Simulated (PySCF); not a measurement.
# CH8AlNSi (SMILES [CH3][AlH][NH][SiH3]) at 3 levels

Wanted: a comparison of 3 runs (PBE/STO-3G, PBE/def2-SVP, PBE/def2-TZVP) of CH8AlNSi. Input form: a Python script.

Program for the calculation: PySCF 2.14.0.

### Step 1. The system as given

CH8AlNSi: 12 atoms, total charge 0, spin state singlet. SMILES: `[CH3][AlH][NH][SiH3]`. Geometry: a GFN2-xTB relaxation, a rough one for these elements and not checked as a minimum. This is one conformer, not always the lowest.

Bond lengths: C1–Al2 1.989 Å, Al2–N3 1.803 Å, N3–Si4 1.744 Å, C1–H5 1.096 Å, C1–H6 1.096 Å, C1–H7 1.096 Å, Al2–H8 1.540 Å, N3–H9 1.017 Å, Si4–H10 1.471 Å, Si4–H11 1.471 Å, Si4–H12 1.461 Å. Some angles: C1–Al2–N3 124.9°, Al2–N3–Si4 134.9°, C1–Al2–H8 120.3°, N3–Al2–H8 114.8°, Al2–C1–H5 110.9°, Al2–C1–H6 112.9°, Al2–C1–H7 113.0°, Al2–N3–H9 114.3°, Si4–N3–H9 110.8°, N3–Si4–H10 108.9°.

### Step 2. Energy and one-electron properties at PBE/STO-3G (run 1)

Contents of run.py:

```python
# [CH3][AlH][NH][SiH3]
import numpy
from pyscf import gto, scf, dft, lo

molecule = gto.Mole()
molecule.atom = '''
C   -2.208590   1.238540   0.494590
Al  -0.712020   0.373690  -0.488910
N    0.705000  -0.429440   0.284920
Si   2.164860  -1.183430  -0.301120
H   -2.946730   1.651980  -0.201710
H   -1.877710   2.066550   1.131960
H   -2.747700   0.545380   1.150760
H   -0.704940   0.351790  -2.028370
H    0.663470  -0.463410   1.300210
H    3.325260  -0.483310   0.270750
H    2.193400  -2.584420   0.145730
H    2.145700  -1.083920  -1.758810
'''
molecule.max_memory = 1860
molecule.charge = 0
molecule.verbose = 4
molecule.basis = 'sto-3g'
molecule.build()

myscf = dft.RKS(molecule, xc='pbe')
myscf.conv_tol = 1e-10
myscf.grids.level = 4
myscf.kernel()
if not myscf.converged:
    myscf = myscf.newton().run(myscf.mo_coeff, myscf.mo_occ)

e_final = myscf.e_tot
print('E = %.10f Eh' % e_final)
myscf.analyze()
quad = myscf.quad_moment()
occ = myscf.mo_coeff[:, myscf.mo_occ > 0]
iaos = lo.vec_lowdin(lo.iao.iao(molecule, occ), myscf.get_ovlp())
c = iaos.T @ myscf.get_ovlp() @ occ
pop_iao, q_iao = scf.hf.mulliken_pop(lo.iao.reference_mol(molecule), (c * myscf.mo_occ[myscf.mo_occ > 0]) @ c.T, numpy.eye(c.shape[0]), verbose=0)
print('IAO charges', numpy.round(q_iao, 4))
```

Command:

```bash
$ OMP_NUM_THREADS=1 python run.py
```

Log:

```text
PySCF version 2.14.0

[... 88 lines left out ...]
Total Energy =                        -621.716531266498350
[... 7 lines left out ...]
MO #1   energy= -64.6615544393756  occ= 2
[... 5 lines left out ...]
MO #7   energy= -3.21781388724947  occ= 2
[... 5 lines left out ...]
MO #13  energy= -0.654989929447874 occ= 2
[... 5 lines left out ...]
MO #19  energy= -0.261580460398269 occ= 2
[... 5 lines left out ...]
MO #25  energy= 0.155839431482059  occ= 0
[... 5 lines left out ...]
MO #31  energy= 0.403359237693233  occ= 0
[... 56 lines left out ...]
Dipole moment(X, Y, Z, Debye):  0.36172, -0.22390,  0.79787
[... 2 lines left out ...]
IAO charges [-0.7489  1.0837 -0.8832  0.7078  0.1211  0.1189  0.1188 -0.2982  0.1773
 -0.1353 -0.1352 -0.1268]
```

Wall time 21 s (1 thread of Intel Xeon at 2.50GHz (Skylake/Cascade Lake), shared host); peak memory 0.27 GiB.

Atomic charges (e):

```csv
atom,Mulliken,IAO
C1,-0.447,-0.749
Al2,+0.807,+1.084
N3,-0.647,-0.883
Si4,+0.600,+0.708
H5,+0.056,+0.121
H6,+0.052,+0.119
H7,+0.052,+0.119
H8,-0.239,-0.298
H9,+0.140,+0.177
H10,-0.128,-0.135
H11,-0.128,-0.135
H12,-0.117,-0.127
```

### Step 3. The charge distribution at PBE/def2-SVP (run 2)

Contents of input.py:

```python
import numpy
from pyscf import gto, scf, dft, lo

molecule = gto.M(
    atom=[
    ('C', (-2.208590, 1.238540, 0.494590)),
    ('Al', (-0.712020, 0.373690, -0.488910)),
    ('N', (0.705000, -0.429440, 0.284920)),
    ('Si', (2.164860, -1.183430, -0.301120)),
    ('H', (-2.946730, 1.651980, -0.201710)),
    ('H', (-1.877710, 2.066550, 1.131960)),
    ('H', (-2.747700, 0.545380, 1.150760)),
    ('H', (-0.704940, 0.351790, -2.028370)),
    ('H', (0.663470, -0.463410, 1.300210)),
    ('H', (3.325260, -0.483310, 0.270750)),
    ('H', (2.193400, -2.584420, 0.145730)),
    ('H', (2.145700, -1.083920, -1.758810)),
],
    max_memory=1860,
    spin=0,
    basis='def2-svp',
    verbose=3,
    charge=0,
)

calc0 = dft.RKS(molecule, xc='pbe')
calc0.conv_tol = 1e-10
calc0.grids.level = 4
calc0.kernel()
if not calc0.converged:
    calc0 = calc0.newton().run(calc0.mo_coeff, calc0.mo_occ)

e_tot = calc0.e_tot
print('E(%s) = %.9f' % ('PBE', e_tot))
calc0.analyze()
quad = calc0.quad_moment()
occ = calc0.mo_coeff[:, calc0.mo_occ > 0]
iaos = lo.vec_lowdin(lo.iao.iao(molecule, occ), calc0.get_ovlp())
c = iaos.T @ calc0.get_ovlp() @ occ
pop_iao, q_iao = scf.hf.mulliken_pop(lo.iao.reference_mol(molecule), (c * calc0.mo_occ[calc0.mo_occ > 0]) @ c.T, numpy.eye(c.shape[0]), verbose=0)
print('IAO charges', numpy.round(q_iao, 4))
```

Command:

```bash
$ OMP_NUM_THREADS=1 python input.py
```

Log:

```text
converged SCF energy = -628.966706379271
[... 2 lines left out ...]
MO #1   energy= -65.4006735453362  occ= 2
[... 12 lines left out ...]
MO #14  energy= -0.602388796828424 occ= 2
[... 12 lines left out ...]
MO #27  energy= 0.0183778746186909 occ= 0
[... 12 lines left out ...]
MO #40  energy= 0.3000800549959    occ= 0
[... 12 lines left out ...]
MO #53  energy= 0.518897805604943  occ= 0
[... 12 lines left out ...]
MO #66  energy= 0.890227859182543  occ= 0
[... 12 lines left out ...]
MO #79  energy= 1.60395934374482   occ= 0
[... 12 lines left out ...]
MO #92  energy= 2.12536172706431   occ= 0
[... 25 lines left out ...]
Dipole moment(X, Y, Z, Debye): -0.38046,  0.17643,  1.38025
[... 2 lines left out ...]
IAO charges [-0.772   0.8415 -0.8762  0.6993  0.1543  0.1501  0.1497 -0.2156  0.2505
 -0.1344 -0.1346 -0.1127]
```

Wall time 36 s (1 thread of Intel Xeon at 2.50GHz (Skylake/Cascade Lake), shared host); peak memory 0.54 GiB.

Atomic charges (e):

```csv
atom,Mulliken,IAO
C1,-0.378,-0.772
Al2,+0.548,+0.842
N3,-0.509,-0.876
Si4,+0.391,+0.699
H5,+0.059,+0.154
H6,+0.055,+0.150
H7,+0.054,+0.150
H8,-0.136,-0.216
H9,+0.149,+0.251
H10,-0.082,-0.134
H11,-0.082,-0.135
H12,-0.068,-0.113
```

### Step 4. Energy and one-electron properties at PBE/def2-TZVP (run 3)

Contents of run.py:

```python
import numpy
from pyscf import gto, scf, dft, lo

mol = gto.M(
    atom='''
C   -2.208590   1.238540   0.494590
Al  -0.712020   0.373690  -0.488910
N    0.705000  -0.429440   0.284920
Si   2.164860  -1.183430  -0.301120
H   -2.946730   1.651980  -0.201710
H   -1.877710   2.066550   1.131960
H   -2.747700   0.545380   1.150760
H   -0.704940   0.351790  -2.028370
H    0.663470  -0.463410   1.300210
H    3.325260  -0.483310   0.270750
H    2.193400  -2.584420   0.145730
H    2.145700  -1.083920  -1.758810
''',
    verbose=4,
    max_memory=1860,
    charge=0,
    basis='def2-tzvp',
)

ks = dft.RKS(mol)
ks.xc = 'pbe'
ks.grids.level = 4
ks.conv_tol = 1e-10
ks.kernel()
if not ks.converged:
    ks = ks.newton().run(ks.mo_coeff, ks.mo_occ)

etot = ks.e_tot
print('Final energy', etot)
ks.analyze()
quad = ks.quad_moment()
occ = ks.mo_coeff[:, ks.mo_occ > 0]
iaos = lo.vec_lowdin(lo.iao.iao(mol, occ), ks.get_ovlp())
c = iaos.T @ ks.get_ovlp() @ occ
pop_iao, q_iao = scf.hf.mulliken_pop(lo.iao.reference_mol(mol), (c * ks.mo_occ[ks.mo_occ > 0]) @ c.T, numpy.eye(c.shape[0]), verbose=0)
print('IAO charges', numpy.round(q_iao, 4))
```

Command:

```bash
$ OMP_NUM_THREADS=1 python run.py
```

Log:

```text
PySCF version 2.14.0

[... 96 lines left out ...]
MO #1   energy= -65.3944464564012  occ= 2
[... 22 lines left out ...]
MO #24  energy= -0.226839031109322 occ= 2
[... 22 lines left out ...]
MO #47  energy= 0.246794890665882  occ= 0
[... 22 lines left out ...]
MO #70  energy= 0.634370199721313  occ= 0
[... 22 lines left out ...]
MO #93  energy= 1.07760092297886   occ= 0
[... 22 lines left out ...]
MO #116 energy= 1.81378526736685   occ= 0
[... 22 lines left out ...]
MO #139 energy= 2.49351533354476   occ= 0
[... 22 lines left out ...]
MO #162 energy= 4.05798654986168   occ= 0
[... 221 lines left out ...]
Dipole moment(X, Y, Z, Debye): -0.49218,  0.24020,  1.26595
[... 2 lines left out ...]
IAO charges [-0.8095  0.8757 -0.9251  0.7245  0.1631  0.16    0.1597 -0.2175  0.2612
 -0.1375 -0.1378 -0.1168]
```

It took 89 s on 1 thread of Intel Xeon at 2.50GHz (Skylake/Cascade Lake), shared host; peak memory 1.7 GiB.

Atomic charges (e):

```csv
atom,Mulliken,IAO
C1,-0.592,-0.809
Al2,+0.396,+0.876
N3,-0.431,-0.925
Si4,+0.203,+0.725
H5,+0.144,+0.163
H6,+0.137,+0.160
H7,+0.136,+0.160
H8,-0.090,-0.217
H9,+0.206,+0.261
H10,-0.042,-0.138
H11,-0.042,-0.138
H12,-0.026,-0.117
```

### Step 5. All runs side by side

```csv
run,level,energy (Eh),dipole moment (D),HOMO energy (eV),LUMO energy (eV),wall time
1,PBE/STO-3G,-621.716531,0.90,-1.93,4.24,21 s
2,PBE/def2-SVP,-628.966706,1.44,-6.04,-1.11,36 s
3,PBE/def2-TZVP,-629.271485,1.38,-6.17,-1.26,89 s
```

### Step 6. What came out

| quantity | value |
| --- | --- |
| run 3: total energy | -629.27149 Eh |
| run 3: dipole moment | 1.38 D |
| run 3: HOMO energy | -6.17 eV |
| run 3: LUMO energy | -1.26 eV |
| run 3: HOMO–LUMO gap | 4.92 eV |

What this shows: The dipole moment (its size) runs from 0.90 D (PBE/STO-3G) to 1.44 D (PBE/def2-SVP). The HOMO–LUMO gap runs from 4.92 eV (PBE/def2-TZVP) to 6.18 eV (PBE/STO-3G). In run 1 the basis is minimal, so the values are rough. All runs together took 2.4 min, the longest 89 s.
